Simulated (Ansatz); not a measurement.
This was printed by a script on Ansatz's Python interface, for a ladder of methods at one geometry of CH5FGeO2, SMILES OC(F)[O][GeH3]. What did the script look like? Level of theory (for the species named): revPBE, def2-SVP basis, multiplicity 1. The script varies functional: revpbe, lda, r2scan, pbe0.

```xyz
10

O    -0.2830   -0.6846    1.5644
C     0.6013   -0.7790    0.5169
F     1.2766   -1.9510    0.6883
O     0.0173   -0.8366   -0.7254
Ge   -0.6514    0.7922   -1.1721
H     0.1930   -0.5119    2.3862
H     1.3698    0.0633    0.5451
H    -1.5884    1.3315   -0.0697
H     0.5486    1.7917   -1.2448
H    -1.4006    0.7333   -2.4859
```

```console
$ python ch5fgeo2_methods.py
functional    E (Ha)        dipole (D)   HOMO (eV)  LUMO (eV)
revpbe       -2367.665503     2.698      -6.774     -0.508
lda          -2362.680826     2.877      -6.931     -0.889
r2scan       -2367.778729     2.924      -7.269     -0.296
pbe0         -2367.362653     3.023      -8.541      0.293
```

The script that was run (others could print the same):

`ch5fgeo2_methods.py`:
```python
'''CH5FGeO2 at several levels of theory.'''

from pathlib import Path

import ansatz as az
from ase import Atoms
import numpy as np

atoms = Atoms(['O', 'C', 'F', 'O', 'Ge', 'H', 'H', 'H', 'H', 'H'], positions=[
    (-0.283, -0.6846, 1.5644),
    (0.6013, -0.779, 0.5169),
    (1.2766, -1.951, 0.6883),
    (0.0173, -0.8366, -0.7254),
    (-0.6514, 0.7922, -1.1721),
    (0.193, -0.5119, 2.3862),
    (1.3698, 0.0633, 0.5451),
    (-1.5884, 1.3315, -0.0697),
    (0.5486, 1.7917, -1.2448),
    (-1.4006, 0.7333, -2.4859),
])
ch5fgeo2 = az.Crystal.molecule_from_ase(atoms)

calc = ch5fgeo2.calculation().basis(gaussian='def2-SVP')

print('functional    E (Ha)        dipole (D)   HOMO (eV)  LUMO (eV)')
for name in ['revpbe', 'lda', 'r2scan', 'pbe0']:
    data = calc.functional(name).forces().orbitals().run(threads=1, pin='off', runs_dir='runs').report
    lines = Path(data['orbitals_path']).read_text().splitlines()
    field_of = lambda key: [line.split('=')[1].strip() for line in lines if line.startswith(key)]
    orbitals = [(27.211386 * float(e), s, float(n)) for e, s, n in zip(field_of('Ene='), field_of('Spin='), field_of('Occup='))]
    homo = max(e for e, _, n in orbitals if n > 0.5)
    lumo = min(e for e, _, n in orbitals if n < 0.5)
    dipole = 4.803205 * np.linalg.norm(data['charge_distribution']['dipole_moment_e_ang'])
    print(f'{name:10s} {data["free_energy_ev"] / 27.211386246:14.6f} {dipole:9.3f} {homo:11.3f} {lumo:10.3f}')
```

Caveats:
- Total energies depend on the basis set; only differences at equal settings carry meaning.
- The geometry is a force-field or estimated start, not a minimum of this method, and the basis set is short of its limit. A lower total doesn't mark the better method: functionals have no common bound, and MP2 and coupled cluster aren't variational.
- Levels such as HOMO and LUMO are orbital energies: with these approximate functionals they aren't the ionisation energy and electron affinity, and their gap isn't the fundamental gap.
- Hardware and time: 20 s on 1 thread of Arm Neoverse V1, with other jobs on the host, peak memory 0.34 GiB.

(Lines on the test bed's own set-up are left out of the output.)
